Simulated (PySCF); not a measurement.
# TD-TPSSh/cc-pVTZ (spin of roots singlet) run of B2H2F2 (SMILES BB(F)F)

Wanted: the excited states of B2H2F2. The job is set up through a Python script.

The results are computed with PySCF 2.14.0.

3 further runs of the same task are left out: 3 set aside as unsound or not needed.

**1. The structure to begin with**

B2H2F2 has 6 atoms, charge 0, and is taken as a singlet. As SMILES, `BB(F)F`. The coordinates come from a GFN2-xTB relaxation.

Bond lengths: B1–B2 1.666 Å, B2–F3 1.327 Å, B2–F4 1.326 Å, B1–H5 1.168 Å, B1–H6 1.168 Å. Angles: B1–B2–F3 124.1°, B1–B2–F4 124.5°, F3–B2–F4 111.4°, B2–B1–H5 121.9°, B2–B1–H6 121.9°, H5–B1–H6 116.2°.

**2. The excited states at TD-TPSSh/cc-pVTZ (spin of roots singlet)**

run.py

```python
# BB(F)F
from pyscf import gto, dft, tdscf

mol = gto.M(
    atom=[
    ('B', (-0.384060, 0.723310, -0.312960)),
    ('B', (0.345050, -0.650110, 0.286370)),
    ('F', (0.646000, -1.713150, -0.448520)),
    ('F', (0.700630, -0.821130, 1.551970)),
    ('H', (-1.545580, 0.840870, -0.348270)),
    ('H', (0.237960, 1.620200, -0.728600)),
],
    charge=0,
    max_memory=1860,
    verbose=3,
    basis='cc-pvtz',
)

mf = dft.RKS(mol)
mf.xc = 'tpssh'
mf.conv_tol = 1e-10
mf.grids.level = 1
mf.kernel()
if not mf.converged:
    mf = mf.newton().run(mf.mo_coeff, mf.mo_occ)

e_tot = mf.e_tot
print('E = %.10f Eh' % e_tot)

td = tdscf.TDDFT(mf)
td.nstates = 3
td.kernel()
td.analyze()
roots = td.e * 27.211386
osc = td.oscillator_strength()
print('state   eV      nm      f')
for i, (w, f) in enumerate(zip(roots, osc), 1):
    print('%3d %9.4f %8.1f %9.5f' % (i, w, 1239.842 / w, f))
```

Command:

```
$ OMP_NUM_THREADS=1 python run.py
```

Q: Predict the results. Wanted: ground-state or mean-field energy; dipole moment; HOMO energy; LUMO energy; HOMO–LUMO gap; lowest singlet excitation energy.

Answer, from the run:

At TD-TPSSh/cc-pVTZ (spin of roots singlet):

| quantity | value |
| --- | --- |
| ground-state or mean-field energy | -250.76110 Eh |
| dipole moment (TPSSh Kohn–Sham density) | 1.38 D |
| HOMO energy (TPSSh Kohn–Sham orbitals) | -8.79 eV |
| LUMO energy (TPSSh Kohn–Sham orbitals) | -2.87 eV |
| HOMO–LUMO gap (TPSSh Kohn–Sham orbitals) | 5.92 eV |
| lowest singlet excitation energy | 5.23 eV |

What this shows: The brightest of the 3 transitions from the ground state lies at 7.29 eV (170 nm, f = 0.015); the lowest, at 5.23 eV, has f = 0.002. Mulliken charges of the mean-field density run from -0.18 on F3 to +0.43 on B2; they depend strongly on the basis.
